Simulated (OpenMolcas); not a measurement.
# AsF3 (arsenic trifluoride) at SPW92/aug-pcseg-1

Aim: the vertical ionisation energy of AsF3 (arsenic trifluoride) at SPW92/aug-pcseg-1, from 2 runs. 

The results are computed with OpenMolcas 26.06.

**1. Starting point**

AsF3: 4 atoms, total charge 0, spin state singlet. SMILES: `F[As](F)F`. Geometry: a GFN2-xTB relaxation, a rough one for these elements and not checked as a minimum.

Bond lengths: F1–As2 1.720 Å, As2–F3 1.720 Å, As2–F4 1.720 Å. Angles: F1–As2–F3 92.9°, F1–As2–F4 92.8°, F3–As2–F4 92.8°.

**2. A single-point energy at SPW92/aug-pcseg-1**

Input file job.input:

```
>>> EXPORT MOLCAS_PRINT=2
&GATEWAY
BASLIB=$CurrDir
COORD
4
bohr
F     -0.79839039     0.75734554     2.52595912
As    -0.93208851    -0.92258319    -0.25358235
F      2.25158978    -1.57474657    -0.20174716
F     -0.52112977     1.73998423    -2.07062961
BASIS=aug-pcseg-1
GROUP=NoSym
&SEWARD
GRIDINPUT
Grid=UltraFine
End of Grid
&SCF
KSDFT=2
1.0 LDA_X
1.0 LDA_C_PW
PRORBITALS=1 1
```

The basis set aug-pcseg-1 is read from a file made from the Basis Set Exchange's data (not shown).

Run with:

```console
export MOLCAS_MEM=1860
pymolcas job.input > job.log
```

The log of the run:

```text
--- Start Module: gateway ---
[...]
--- Stop Module: gateway /rc=_RC_ALL_IS_WELL_ ---
--- Start Module: seward ---
[...]
      Basis functions          105
--- Stop Module: seward /rc=_RC_ALL_IS_WELL_ ---
[...]
--- Start Module: scf ---
[...]
       Convergence after  13 Iterations
[...]
::    Total KS-DFT energy                           -2530.0236065360
[...]
      Total spin, S                                     0.0000000000
[...]
      Total electronic charge=   60.000000
      Total            charge=   -0.000000
[...]
      Dipole Moment (debye):
      Origin of the operator (angstrom)=   -0.2091   -0.2070   -0.0569
                   X= -1.8453E+00               Y= -1.8259E+00               Z= -5.0350E-01           Total=  2.6443E+00
      Quadrupole Moment (debye*angstrom):
[...]
--- Stop Module: scf /rc=_RC_ALL_IS_WELL_ ---
[...]
```

It took 19 s on 1 thread of Arm Neoverse V1, shared host; peak memory 0.6 GiB.

**3. The doublet cation at the same level**

Input file job.input:

```
&GATEWAY
BASLIB
$CurrDir
COORD
4
bohr
F     -0.79839039     0.75734554     2.52595912
As    -0.93208851    -0.92258319    -0.25358235
F      2.25158978    -1.57474657    -0.20174716
F     -0.52112977     1.73998423    -2.07062961
BASIS
aug-pcseg-1
GROUP
NoSym
&SEWARD
GRIDINPUT
Grid=UltraFine
End of Grid
&SCF
UHF
CHARGE
1
SPIN
2
KSDFT
2
1.0 LDA_X
1.0 LDA_C_PW
PRORBITALS
1 1
```

The basis set aug-pcseg-1 is read from a file made from the Basis Set Exchange's data (not shown).

Run with:

```console
export MOLCAS_MEM=1860
pymolcas job.input > job.log
```

The log of the run:

```text
--- Start Module: gateway ---
[...]
--- Stop Module: gateway /rc=_RC_ALL_IS_WELL_ ---
--- Start Module: seward ---
[...]
      Basis functions          105
--- Stop Module: seward /rc=_RC_ALL_IS_WELL_ ---
[...]
--- Start Module: scf ---
[...]
       Convergence after  18 Iterations
[...]
::    Total KS-DFT energy                           -2529.5523783267
[...]
      Total spin, S                                     0.5006057185
[...]
      Total electronic charge=   59.000000
      Total            charge=    1.000000
[...]
      Dipole Moment (debye):
      Origin of the operator (angstrom)=   -0.2091   -0.2070   -0.0569
                   X= -2.1514E+00               Y= -2.1294E+00               Z= -5.8563E-01           Total=  3.0831E+00
      Center of Charge (angstrom)
[...]
--- Stop Module: scf /rc=_RC_ALL_IS_WELL_ ---
[...]
```

Run time: 32 s. Hardware: 1 thread of Arm Neoverse V1, shared host; peak memory 0.6 GiB.

**4. Outcome**

Level: SPW92/aug-pcseg-1.

| quantity | value |
| --- | --- |
| singlet AsF3: total energy | -2530.02361 Eh |
| singlet AsF3: dipole moment | 2.64 D |
| singlet AsF3: HOMO energy | -9.03 eV |
| singlet AsF3: LUMO energy | -2.57 eV |
| singlet AsF3: HOMO–LUMO gap | 6.46 eV |
| doublet cation: total energy | -2529.55238 Eh |
| doublet cation: HOMO energy (highest over α and β) | -17.45 eV |
| doublet cation: LUMO energy (lowest over α and β) | -16.66 eV |
| doublet cation: ⟨S²⟩ | 0.751 |
| vertical ionisation energy (to the doublet cation) | 12.823 eV |

The vertical ionisation energy comes to 12.82 eV (296 kcal/mol). −ε(HOMO) before ionisation, 9.03 eV, is 3.79 eV below this ionisation energy. Mulliken charges (doublet cation) run from -0.42 on F4 to +2.27 on As2; in a basis this large or diffuse they mean little.
